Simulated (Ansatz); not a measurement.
# CH7AlGe: basis-set convergence

An exercise on one series of results from a longer session: the logs are not shown, and one member is left open.

Program: Ansatz 0.2.0, Gaussian basis. Level of theory: one geometry, several basis sets. These are calculated values, not measurements.

The runs, in order: PBE0-D4/def2-SVP; ωB97M-V/def2-SVP; PBE0-D4/def2-QZVPP; ωB97M-V/def2-QZVPP; the functionals' def2-TZVPP values are taken from earlier runs.

## The geometry

The geometry comes from an earlier relaxation with PBE0-D4 in a triple-zeta def2 set; it is a stationary point, not always the lowest conformer.

SMILES `[AlH2][CH2][GeH3]`, 10 atoms, charge 0, spin multiplicity 1.

Atoms are counted from 1 here; the program's logs count them from 0.

Bond lengths: Al1–C2 1.944 Å, Al1–H4 1.588 Å, Al1–H5 1.588 Å, C2–Ge3 1.959 Å, C2–H6 1.094 Å, C2–H7 1.094 Å, Ge3–H8 1.541 Å, Ge3–H9 1.541 Å, Ge3–H10 1.540 Å. Angles: C2–Al1–H4 120.0°, C2–Al1–H5 120.0°, H4–Al1–H5 120.1°, Al1–C2–Ge3 113.5°, Al1–C2–H6 111.0°, Al1–C2–H7 110.9°, Ge3–C2–H6 106.5°, Ge3–C2–H7 106.5°, H6–C2–H7 108.2°, C2–Ge3–H8 110.3°, C2–Ge3–H9 110.2°, C2–Ge3–H10 111.3°, H8–Ge3–H9 108.0°, H8–Ge3–H10 108.5°, H9–Ge3–H10 108.5°.

The first run:

Input file in.yaml:

```yaml
crystal:
  periodic: [false, false, false]
  atoms:
    - {symbol: Al, position_ang: [-1.445288, 0.298759, -1.061122]}
    - {symbol: C, position_ang: [0.453381, 0.237124, -0.648968]}
    - {symbol: Ge, position_ang: [0.837253, -0.373456, 1.172675]}
    - {symbol: H, position_ang: [-2.167805, -0.980280, -1.664662]}
    - {symbol: H, position_ang: [-2.279888, 1.616285, -0.761438]}
    - {symbol: H, position_ang: [0.907636, 1.228077, -0.746055]}
    - {symbol: H, position_ang: [0.977952, -0.447348, -1.322809]}
    - {symbol: H, position_ang: [0.266132, -1.787961, 1.392813]}
    - {symbol: H, position_ang: [0.181032, 0.569110, 2.200337]}
    - {symbol: H, position_ang: [2.352797, -0.411410, 1.442230]}
basis:
  gaussian: {orbitals: def2-SVP}
hamiltonian: {xc: pbe0, dispersion: d4}
output: {orbitals: {seedname: orbitals}}
```

Steps of the session up to this table: PBE0-D4 in def2-SVP; ωB97M-V in def2-SVP; PBE0-D4 in def2-QZVPP; ωB97M-V in def2-QZVPP.

One table of the session follows, with a row left open; its other results are not shown here.

It belongs to the step «Density functionals: the series». 

```
functional       basis  HOMO (eV)  LUMO (eV)
   PBE0-D4    def2-SVP      -8.00      -1.42
   PBE0-D4  def2-TZVPP      -7.99      -1.45
   PBE0-D4  def2-QZVPP          ?          ?
   ωB97M-V    def2-SVP     -10.13       0.26
   ωB97M-V  def2-TZVPP     -10.16       0.13
   ωB97M-V  def2-QZVPP     -10.15      -0.04
```

**Question.** Estimate the row for PBE0-D4, def2-QZVPP.

The run gave: HOMO (eV): -7.99; LUMO (eV): -1.48.
